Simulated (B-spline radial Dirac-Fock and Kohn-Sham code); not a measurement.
# Sb⁴³⁺: core levels and X-ray properties

Aim: for the Sb⁴³⁺ ion, compute its X-ray form factor and Compton profile and the binding energy of each subshell.

Method: a free atom or ion on a radial basis; each step names its model; computed with B-spline radial Dirac-Fock and Kohn-Sham code, version 2.

**1. What is computed**

Antimony as Sb⁴³⁺, configuration [He] 2s2 2p4.

```yaml
nuclear_charge: 51
electrons: 8
mass_number: 121
nuclear_rms_radius: 4.6802 fm
```

**2. Form factor and Compton profile**

Model: Dirac-Fock average of configuration, finite nucleus; form factor of the spherical density, Waller-Hartree incoherent function, impulse-approximation Compton profiles.

The run's settings:

```ini
task = scatter
Z = 51
charge = 43
configuration = 1s2 2s2 2p4
mass_number = 121
rms_radius = 4.6802  # fm
s = [0.0, 0.05, 0.1, 0.15, 0.2, 0.25, 0.3, 0.35, 0.4, 0.45, 0.5, 0.6, 0.7, 0.8, 0.9, 1.0, 1.1, 1.2, 1.4, 1.6, 1.8, 2.0, 2.5, 3.0, 3.5, 4.0, 5.0, 6.0]  # 1/A
pz = [0, 0.1, 0.2, 0.3, 0.4, 0.5, 0.6, 0.8, 1.0, 1.2, 1.4, 1.6, 1.8, 2.0, 2.5, 3.0, 4.0, 5.0, 7.0, 10.0, 15.0, 20.0, 30.0, 40.0, 60.0, 100.0]  # a.u.
photon_energy = [1000, 2000, 5000, 8047.8, 10000, 20000, 30000, 1000000]  # eV
```

The program writes no log. Results of the run, from its result record (rounded, main fields):

```text
{
  "status": "converged",
  "form_factor [e]": [8.0, 7.9984, 7.9937, 7.9857, 7.9747, 7.9605, 7.9432, 7.9228, 7.8994, 7.873, 7.8436, 7.7761, 7.6975, 7.6081, 7.5085, 7.3995, 7.2816, 7.1555, 6.8817, 6.5843, 6.2695, 5.9434, 5.1155, 4.3274, 3.6287, 3.0432, 2.2091, 1.7251],
  "incoherent": [5.6382e-12, 0.0020157, 0.0080581, 0.018114, 0.032159, 0.050163, 0.072084, 0.097874, 0.12747, 0.16082, 0.19783, 0.28254, 0.38085, 0.49193, 0.61485, 0.7486, 0.89212, 1.0443, 1.3701, 1.7168, 2.0756, 2.4383, 3.3173, 4.0972, 4.7423, 5.2517, 5.9457, 6.3709],
  "compton_total [1/a.u.]": [0.25278, 0.25276, 0.25272, 0.25266, 0.25256, 0.25244, 0.25229, 0.25191, 0.25143, 0.25084, 0.25015, 0.24935, 0.24845, 0.24745, 0.24453, 0.24102, 0.23241, 0.22199, 0.19732, 0.15686, 0.098792, 0.061232, 0.026248, 0.012822, 0.0037146, 0.00051429],
  "shells": ["1s1/2", "2s1/2", "2p1/2", "2p3/2"],
  "occupation": [2.0, 2.0, 1.3333, 2.6667],
  "mean_momentum [a.u.]": [47.043, 17.329, 22.998, 21.891],
  "r2 [bohr^2]": 0.086079,
  "r_inverse [1/bohr]": 184.64,
  "r1 [bohr]": 0.70322,
  "coherent [b]": [42.554, 42.488, 42.033, 41.192, 40.471, 35.119, 28.572, 0.11715],
  "incoherent_cross_section [b]": [0.0017348, 0.0068946, 0.042098, 0.10588, 0.15993, 0.55266, 1.0269, 1.6529],
  "radial_jk": {
    "2p": {"j0": [1.0, 0.99976, 0.99906, 0.99789, 0.99625, 0.99414, 0.99157, 0.98855, 0.98508, 0.98116, 0.9768, 0.96679, 0.95511, 0.94183, 0.92704, 0.91083, 0.89329, 0.87452, 0.83374, 0.78936, 0.7423, 0.69344, 0.56889, 0.44952, 0.34293, 0.25296, 0.12427, 0.051443], "j2": [0.0, 9.4052e-05, 0.00037599, 0.00084516, 0.0015005, 0.0023404, 0.003363, 0.0045659, 0.0059463, 0.0075011, 0.0092267, 0.013174, 0.017753, 0.022923, 0.028637, 0.034846, 0.041497, 0.048535, 0.063537, 0.079379, 0.09559, 0.11172, 0.14911, 0.17865, 0.19788, 0.20654, 0.19809, 0.16959], "r2": 0.012764, "r4": 0.00031366, "r6": 1.2608e-05}
  }
}
```

Form factor and incoherent function, every second point:

```tsv
s (1/Å)	f (e)	f / N	S(s)
0	8.000	1.000	0
0.100	7.994	0.999	0.008058
0.200	7.975	0.997	0.03216
0.300	7.943	0.993	0.07208
0.400	7.899	0.987	0.1275
0.500	7.844	0.980	0.1978
0.700	7.697	0.962	0.3809
0.900	7.509	0.939	0.6149
1.10	7.282	0.910	0.8921
1.40	6.882	0.860	1.370
1.80	6.270	0.784	2.076
2.50	5.115	0.639	3.317
3.50	3.629	0.454	4.742
5.00	2.209	0.276	5.946
```

**3. Core and valence levels**

Model: Dirac-Fock average of configuration, Delta-SCF, finite nucleus, first-order Breit with its frequency dependence, self-energy and vacuum polarisation.

Recorded inputs:

```ini
task = binding
```

The program writes no log. Results of the run, from its result record (rounded, main fields):

```text
{
  "status": "converged",
  "shells": ["K", "L1", "L2,3"],
  "total_energy_parts [Ha]": [-4412.55944, 3.51267877, -0.270444017, -0.0275898496, 3.479355, -0.45599868],
  "koopmans [eV]": [33965.9, 7660.4, 7262.18],
  "dirac_coulomb [eV]": [33950.4, 7658.79, 7259.96],
  "gaunt [eV]": [-66.4629, -6.83455, -9.36512],
  "retardation [eV]": [3.49661, 0.478922, 1.44422],
  "breit_frequency [eV]": [0.348531, -0.046629, 0.193378],
  "self_energy [eV]": [-40.1366, -5.37074, -0.0985471],
  "vacuum_polarisation [eV]": [5.37499, 0.662981, -0.0187632],
  "binding [eV]": [33853.0, 7647.68, 7252.12],
  "mean_radius [bohr]": [0.0283424, 0.118094, 0.104237]
}
```

total_energy_parts: Dirac-Coulomb, Gaunt, retardation, frequency dependence, self-energy, vacuum polarisation. 

Each level as Koopmans' value plus corrections (eV):

```tsv
level	-ε	relaxation	Breit	QED	binding
K (1s)	33965.9	-15.53	-62.62	-34.76	33853.0
L1 (2s)	7660.4	-1.61	-6.40	-4.71	7647.7
L2,3 (2p)	7262.2	-2.22	-7.73	-0.12	7252.1
```

**4. Outcome**

```
                             quantity          value
     rms radius of the electron cloud     0.104 bohr
                form factor halves at        3.2 1/Å
              Compton profile at zero  0.2528 1/a.u.
         deepest level listed, K (1s)     33853.0 eV
               least bound, L2,3 (2p)      7252.1 eV
ionisation energy, NIST (theoretical)     7167.00 eV
```

In words: The form factor starts at the 8 electrons and halves by s = 3.2 1/Å. Incoherent scattering outweighs coherent from 1000 keV on, among the energies asked. For K (1s), relaxation takes off 15.5 eV, Breit terms shift it by -62.62 and QED by -34.76 eV. NIST's ionisation energy differs by -85.12 eV from the least binding energy; the calculation averages open shells over their j components and terms. The Hartree-Fock and Dirac-Fock values hold no electron correlation.
